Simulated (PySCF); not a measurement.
CSKH3, in a box:

```xyz
6
Lattice="13.0000 0.0000 0.0000 0.0000 12.0000 0.0000 0.0000 0.0000 12.0000" Properties=species:S:1:pos:R:3 pbc="T T T"
C     5.6088    6.6811    5.3704
S     5.9755    5.0023    5.9665
K     8.3705    4.6459    7.3897
H     4.6555    6.6776    4.8368
H     6.3731    7.0438    4.6783
H     5.5242    7.3961    6.1927
```

Base run:

```yaml
Program: PySCF 2.14.0
Functional: PW91
Dispersion: D4
Potentials_or_basis: def2-svp (all-electron)
k_mesh: 1 × 1 × 1
Occupations: fixed
Spin: no spin polarisation
```

Its results: gap between the frontier levels 1.22 eV.

The run is repeated on the same cell with these changes: functional from PW91 to rSCAN. What comes out?

Gap between the frontier levels 1.83 eV.

rSCAN gives the wider gap, since meta-GGAs in the generalised Kohn-Sham scheme recover part of the derivative discontinuity.

Caveats: this is a molecule in a periodic box at the Γ point, so its band gap is the HOMO-LUMO gap; the basis of atomic orbitals isn't converged, which shifts pressures, moduli and gaps.

